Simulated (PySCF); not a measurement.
# F2 in PySCF: further runs, part 2 of 2

PySCF 2.14.0.

## 5. Excitation energies (Tamm-Dancoff), PBE0

The input, run.py:

```python
import json
import numpy as np
from pyscf.pbc import gto, scf, dft, df

cell = gto.Cell()
cell.basis = '6-31g*'
cell.fromfile('F.xyz')
cell.exp_to_discard = 0
cell.precision = 1e-08
cell.max_memory = 2520  # MB
cell.verbose = 4
cell.build()

res = {}
kpts = cell.make_kpts([1, 1, 1])
mf = dft.KRKS(cell, kpts, xc='pbe0', exxdiv='ewald')
mf = mf.density_fit()
mf.with_df._cderi = 'cderi.h5'  # three-centre integrals saved by an earlier run on this cell, basis and mesh
mf.conv_tol = 1e-08
mf.max_cycle = 60

mf.kernel()
res.update(converged=bool(mf.converged), e_tot=mf.e_tot, nelec=cell.nelectron, nao=cell.nao, mesh=list(map(int, cell.mesh)), a=cell.lattice_vectors().tolist(), coords=cell.atom_coords().tolist(),
           mo_energy=[np.real(x).tolist() for x in mf.mo_energy], mo_occ=[np.real(x).tolist() for x in mf.mo_occ])
import h5py
print('fit functions by k pair:', sorted({v['0'].shape[0] for v in h5py.File(mf.with_df._cderi)['j3c'].values()}))
res.update(kpts=cell.get_scaled_kpts(kpts).tolist())
res['parts'] = {k: float(np.real(v)) for k, v in mf.scf_summary.items() if np.isscalar(v)}
json.dump(res, open('results.json', 'w'))
if not mf.converged:
    raise SystemExit('SCF not converged')

print('levels (eV)')
for i, kp in enumerate(res['kpts'][:40]):
    print('k %7.4f %7.4f %7.4f  ' % tuple(kp), ' '.join('%.3f' % (x * 27.211386) for x in res['mo_energy'][i][:14]))

# Mulliken populations
dm, s = np.asarray(mf.make_rdm1()), np.asarray(mf.get_ovlp())
sites = cell.aoslice_by_atom()[:, 2:]
tot = np.einsum('kij,kji->i', dm, s).real / len(kpts)
res['mulliken'] = [cell.atom_charge(i) - tot[a0:a1].sum() for i, (a0, a1) in enumerate(sites)]
print('Mulliken charges', np.round(res['mulliken'], 5))

from pyscf.pbc import tdscf
td = tdscf.KTDA(mf)
td.nstates = 5
td.kshift_lst = [0]
td.conv_tol = 1e-5
td.kernel()
res.update(excitations=np.real(td.e[0]).tolist(), post_converged=bool(np.all(td.converged)))
res['done'] = True
json.dump(res, open('results.json', 'w'))
```

The input, F.xyz:

```xyz
2
Lattice="11.0000000000 0.0000000000 0.0000000000 0.0000000000 10.0000000000 0.0000000000 0.0000000000 0.0000000000 10.0000000000" Properties=species:S:1:pos:R:3 pbc="T T T"
F      4.9291000000      5.2334000000      4.7390000000
F      6.0969000400      4.8086000000      5.3290000000
```

Potentials or basis: 6-31g* (all-electron).

On the command line:

```sh
$ OMP_NUM_THREADS=2 python -u run.py > log
```

What it wrote:

```text
Discarded 0 diffused primitive functions, 0 contracted functions

******** <class 'pyscf.pbc.dft.krks.KRKS'> ********
method = KRKS
initial guess = minao
damping factor = 0
level_shift factor = 0
DIIS = <class 'pyscf.scf.diis.CDIIS'>
diis_start_cycle = 1
diis_space = 8
diis_damp = 0
SCF conv_tol = 1e-08
SCF conv_tol_grad = None
SCF max_cycles = 60
direct_scf = True
direct_scf_tol = 1e-13

******** PBC SCF flags ********
N kpts = 1
Exchange divergence treatment (exxdiv) = ewald
    madelung (= occupied orbital energy shift) = 0.14499679805288834
    Total energy shift due to Ewald probe charge = -1/2 * Nelec*madelung = -1.30497118248
DF object = <pyscf.pbc.df.df.GDF object>
XC functionals = pbe0
small_rho_cutoff = 0
radial grids:
    Treutler-Ahlrichs [JCP 102, 346 (1995); DOI:10.1063/1.469408] (M4) radial grids

becke partition: Becke, JCP 88, 2547 (1988); DOI:10.1063/1.454033
pruning grids: <function nwchem_prune>
grids dens level: 3
symmetrized grids: False
atomic radii adjust function: <function treutler_atomic_radii_adjust>
Set gradient conv threshold to 0.0001

******** <class 'pyscf.pbc.df.rsdf_builder._RSNucBuilder'> ********
mesh = [39 35 35] (47775 PWs)
ke_cutoff = 15.974594755361078
omega = 0.5031368914330137
exclude_d_aux = False
exclude_dd_block = True
j2c_eig_always = False
has_long_range = True
tot grids = 28524
cell vol = 7423.16794  sum(weights) = 7454.21374
nelec by numeric integration = 17.99999796810308
init E= -199.667345659899
  HOMO = -0.374026685722  LUMO = -0.142398001858  gap/eV = 6.30294
nelec by numeric integration = 17.999997806133344
cycle= 1 E= -199.301534148988  delta_E= 0.366  |g|= 0.217  |ddm|= 1.45
  HOMO = -0.408339896615  LUMO = -0.104916934287  gap/eV = 8.25656
nelec by numeric integration = 17.99999776871634
cycle= 2 E= -199.30782334437  delta_E= -0.00629  |g|= 0.0973  |ddm|= 0.168
  HOMO = -0.395704050977  LUMO = -0.0856225347976  gap/eV = 8.43775
nelec by numeric integration = 17.999997789357458
cycle= 3 E= -199.309430882666  delta_E= -0.00161  |g|= 0.0108  |ddm|= 0.0499
  HOMO = -0.399186579915  LUMO = -0.0891959015019  gap/eV = 8.43528
nelec by numeric integration = 17.99999777609615
cycle= 4 E= -199.309446986569  delta_E= -1.61e-05  |g|= 0.00388  |ddm|= 0.008
  HOMO = -0.398353456408  LUMO = -0.0881971823221  gap/eV = 8.43978
nelec by numeric integration = 17.999997779350306
cycle= 5 E= -199.309449204176  delta_E= -2.22e-06  |g|= 3.13e-05  |ddm|= 0.00219
  HOMO = -0.398351710165  LUMO = -0.0881932586875  gap/eV = 8.43984
nelec by numeric integration = 17.99999777933433
cycle= 6 E= -199.309449204346  delta_E= -1.7e-10  |g|= 7.68e-07  |ddm|= 1.75e-05
  HOMO = -0.398351445209  LUMO = -0.08819295589  gap/eV = 8.43984
nelec by numeric integration = 17.999997779334876
Extra cycle  E= -199.309449204346  delta_E=    0  |g|= 4.45e-07  |ddm|= 5.6e-07
converged SCF energy = -199.309449204346
fit functions by k pair: [140]
levels (eV)
k  0.0000  0.0000  0.0000   -676.740 -676.740 -37.542 -30.178 -16.423 -14.762 -14.762 -10.840 -10.840 -2.400 29.924 29.924 30.048 33.979
Mulliken charges [-0.  0.]

******** <class 'pyscf.pbc.tdscf.krks.TDA'> for <class 'pyscf.pbc.dft.krks.KRKS'> ********
nstates = 5 singlet
deg_eia_thresh = 1.000e-03
kshift_lst = [0]
wfnsym = None
conv_tol = 1e-05
eigh lindep = 1e-12
eigh level_shift = 0
eigh max_cycle = 100

nelec by numeric integration = 17.999997779334876

******** <class 'pyscf.pbc.df.rsdf_builder._RSNucBuilder'> ********
mesh = [39 35 35] (47775 PWs)
ke_cutoff = 15.974594755361078
omega = 0.5031368914330137
exclude_d_aux = False
exclude_dd_block = True
j2c_eig_always = False
has_long_range = True
kshift = 0  Excited State energies (eV)
[ 5.0572802   5.05734425  8.94381097  8.94384856 17.52458776]
```

Wall time 11 s (2 threads of Intel Xeon at 2.50GHz (Skylake/Cascade Lake), shared host); peak memory 0.44 GiB.

Results:

```
Free energy                     : -5423.4864 eV
Gap between the frontier levels : 8.44 eV
```

Lowest excitation energies (eV): 5.06, 5.06, 8.94, 8.94, 17.52

Caveat: the basis is small and the box finite, so much correlation energy is missing and levels can be off by tenths of an eV; the iterative solver can pass over a root and still report convergence; this is a molecule in a periodic box at the Γ point, so its band gap is the HOMO-LUMO gap; total energy, band gap and charges are those of the mean-field reference; the basis of atomic orbitals isn't converged, which shifts pressures, moduli and gaps.

## 6. CCSD(T) correlation energy, HF

run.py, as its differences from that of step 5:

```diff
@@ -15,3 +15,3 @@
 kpts = cell.make_kpts([1, 1, 1])
-mf = dft.KRKS(cell, kpts, xc='pbe0', exxdiv='ewald')
+mf = scf.KRHF(cell, kpts, exxdiv='ewald')
 mf = mf.density_fit()
@@ -43,9 +43,12 @@
 
-from pyscf.pbc import tdscf
-td = tdscf.KTDA(mf)
-td.nstates = 5
-td.kshift_lst = [0]
-td.conv_tol = 1e-5
-td.kernel()
-res.update(excitations=np.real(td.e[0]).tolist(), post_converged=bool(np.all(td.converged)))
+from pyscf.pbc import cc
+mycc = cc.KRCCSD(mf, frozen=2)
+mycc.max_cycle = 50
+mycc.conv_tol = 1e-6
+mycc.keep_exxdiv = False
+eris = mycc.ao2mo()
+mycc.kernel(eris=eris)
+res.update(e_corr=mycc.e_corr, e_mp2=float(np.real(mycc.emp2)), post_converged=bool(mycc.converged))
+json.dump(res, open('results.json', 'w'))
+res['e_t'] = float(np.real(mycc.ccsd_t(eris=eris)))
 res['done'] = True
```

F.xyz is that of step 5.

Potentials or basis: 6-31g* (all-electron).

On the command line:

```sh
$ OMP_NUM_THREADS=2 python -u run.py > log
```

What it wrote:

```text
Discarded 0 diffused primitive functions, 0 contracted functions

******** <class 'pyscf.pbc.scf.khf.KRHF'> ********
method = KRHF
initial guess = minao
damping factor = 0
level_shift factor = 0
DIIS = <class 'pyscf.scf.diis.CDIIS'>
diis_start_cycle = 1
diis_space = 8
diis_damp = 0
SCF conv_tol = 1e-08
SCF conv_tol_grad = None
SCF max_cycles = 60
direct_scf = True
direct_scf_tol = 1e-13

******** PBC SCF flags ********
N kpts = 1
Exchange divergence treatment (exxdiv) = ewald
    madelung (= occupied orbital energy shift) = 0.14499679805288834
    Total energy shift due to Ewald probe charge = -1/2 * Nelec*madelung = -1.30497118248
DF object = <pyscf.pbc.df.df.GDF object>
Set gradient conv threshold to 0.0001

******** <class 'pyscf.pbc.df.rsdf_builder._RSNucBuilder'> ********
mesh = [39 35 35] (47775 PWs)
ke_cutoff = 15.974594755361078
omega = 0.5031368914330137
exclude_d_aux = False
exclude_dd_block = True
j2c_eig_always = False
has_long_range = True
init E= -198.854826059772
  HOMO = -0.478638299135  LUMO = -0.154620889357  gap/eV = 8.81696
cycle= 1 E= -198.655349569339  delta_E= 0.199  |g|= 0.34  |ddm|= 1.45
  HOMO = -0.679972827803  LUMO = 0.0907373060283  gap/eV = 20.97209
cycle= 2 E= -198.675140270194  delta_E= -0.0198  |g|= 0.0946  |ddm|= 0.209
  HOMO = -0.63951650413  LUMO = 0.147901004085  gap/eV = 21.42672
cycle= 3 E= -198.676501755831  delta_E= -0.00136  |g|= 0.0181  |ddm|= 0.0522
  HOMO = -0.645766783073  LUMO = 0.143804047527  gap/eV = 21.48532
cycle= 4 E= -198.676579779124  delta_E= -7.8e-05  |g|= 0.00388  |ddm|= 0.013
  HOMO = -0.645023301446  LUMO = 0.144955547163  gap/eV = 21.49642
cycle= 5 E= -198.676583379568  delta_E= -3.6e-06  |g|= 0.000515  |ddm|= 0.00293
  HOMO = -0.645058101318  LUMO = 0.144856802633  gap/eV = 21.49468
cycle= 6 E= -198.676583454807  delta_E= -7.52e-08  |g|= 4.04e-05  |ddm|= 0.000397
  HOMO = -0.645054635668  LUMO = 0.14485833836  gap/eV = 21.49463
cycle= 7 E= -198.676583455265  delta_E= -4.59e-10  |g|= 4.7e-06  |ddm|= 3.88e-05
  HOMO = -0.64505476083  LUMO = 0.144857504671  gap/eV = 21.49461
Extra cycle  E= -198.676583455272  delta_E= -6.96e-12  |g|= 1.51e-06  |ddm|= 3.68e-06
converged SCF energy = -198.676583455272
fit functions by k pair: [140]
levels (eV)
k  0.0000  0.0000  0.0000   -718.879 -718.873 -48.193 -40.117 -21.909 -21.909 -20.450 -17.553 -17.553 3.942 37.205 37.205 37.576 41.339
Mulliken charges [ 0. -0.]

******** <class 'pyscf.pbc.df.rsdf_builder._RSNucBuilder'> ********
mesh = [39 35 35] (47775 PWs)
ke_cutoff = 15.974594755361078
omega = 0.5031368914330137
exclude_d_aux = False
exclude_dd_block = True
j2c_eig_always = False
has_long_range = True
using incore ERI storage

******** <class 'pyscf.pbc.cc.kccsd_rhf.RCCSD'> ********
CC2 = 0
CCSD nocc = 7, nmo = 26
frozen orbitals 2
max_cycle = 50
direct = 1
conv_tol = 1e-06
conv_tol_normt = 1e-05
diis_space = 6
diis_start_cycle = 0
diis_start_energy_diff = 1e+09
Init t2, MP2 energy (with fock eigenvalue shift) = -0.354601108284185
Init E_corr(RCCSD) = -0.354601108284185
cycle = 1  E_corr(RCCSD) = -0.349123695054187  dE = 0.00547741323  norm(t1,t2) = 0.0441559
cycle = 2  E_corr(RCCSD) = -0.359118229713751  dE = -0.00999453466  norm(t1,t2) = 0.0197089
cycle = 3  E_corr(RCCSD) = -0.360193372960769  dE = -0.00107514325  norm(t1,t2) = 0.00753035
cycle = 4  E_corr(RCCSD) = -0.361484834872479  dE = -0.00129146191  norm(t1,t2) = 0.00317056
cycle = 5  E_corr(RCCSD) = -0.361415992826438  dE = 6.8842046e-05  norm(t1,t2) = 0.000899822
cycle = 6  E_corr(RCCSD) = -0.361371831072145  dE = 4.41617543e-05  norm(t1,t2) = 0.000384839
cycle = 7  E_corr(RCCSD) = -0.361398814932223  dE = -2.69838601e-05  norm(t1,t2) = 0.000122183
cycle = 8  E_corr(RCCSD) = -0.361395639220675  dE = 3.17571155e-06  norm(t1,t2) = 2.91699e-05
cycle = 9  E_corr(RCCSD) = -0.361396992588344  dE = -1.35336767e-06  norm(t1,t2) = 9.81331e-06
cycle = 10  E_corr(RCCSD) = -0.361396859862046  dE = 1.32726298e-07  norm(t1,t2) = 1.43339e-06
RCCSD converged
E(RCCSD) = -199.0379803151345  E_corr = -0.3613968598620459
pyscf/pbc/cc/kccsd_t_rhf.py:293: ComplexWarning: Casting complex values to real discards the imaginary part
  my_permuted_w[ki,kj,kk] = t3Tw
pyscf/pbc/cc/kccsd_t_rhf.py:294: ComplexWarning: Casting complex values to real discards the imaginary part
  my_permuted_v[ki,kj,kk] = t3Tv
CCSD(T) correction per cell = -0.00846592391629072
CCSD(T) correction per cell (imag) = 0
```

Run time: 6.1 s. Hardware: 2 threads of Intel Xeon at 2.50GHz (Skylake/Cascade Lake), shared host; peak memory 0.41 GiB.

Results:

- Free energy: -5406.2653 eV
- Gap between the frontier levels: 21.49 eV
- Triples correction: -0.230 eV
- MP2 correlation energy per cell: -9.649 eV
- CCSD correlation energy per cell: -9.834 eV

Caveat: the basis is small and the box finite, so much correlation energy is missing and levels can be off by tenths of an eV; this is a molecule in a periodic box at the Γ point, so its band gap is the HOMO-LUMO gap; total energy, band gap and charges are those of the mean-field reference; the basis of atomic orbitals isn't converged, which shifts pressures, moduli and gaps.

## 7. Overview

```csv
task,level,exxdiv,grid for exchange and correlation,gap on the mesh (eV)
MP2 correlation energy,HF,ewald,-,21.49
RPA correlation energy,PBE,-,"Becke, atom-centred",-
G0W0 quasiparticle levels,PBE0,ewald,"Becke, atom-centred",-
excitation energies (Tamm-Dancoff),PBE0,ewald,"Becke, atom-centred",8.44
CCSD(T) correlation energy,HF,ewald,-,21.49
```

Alike in all rows: potentials or basis 6-31g* (all-electron); no spin polarisation; cell as given; k mesh 1 × 1 × 1; smearing fixed.

Caveats: the basis is small and the box finite, so much correlation energy is missing and levels can be off by tenths of an eV; this is a molecule in a periodic box at the Γ point, so its band gap is the HOMO-LUMO gap; the basis of atomic orbitals isn't converged, which shifts pressures, moduli and gaps; the iterative solver can pass over a root and still report convergence (some runs).

Absolute energies hang on the potentials; compare differences alone.
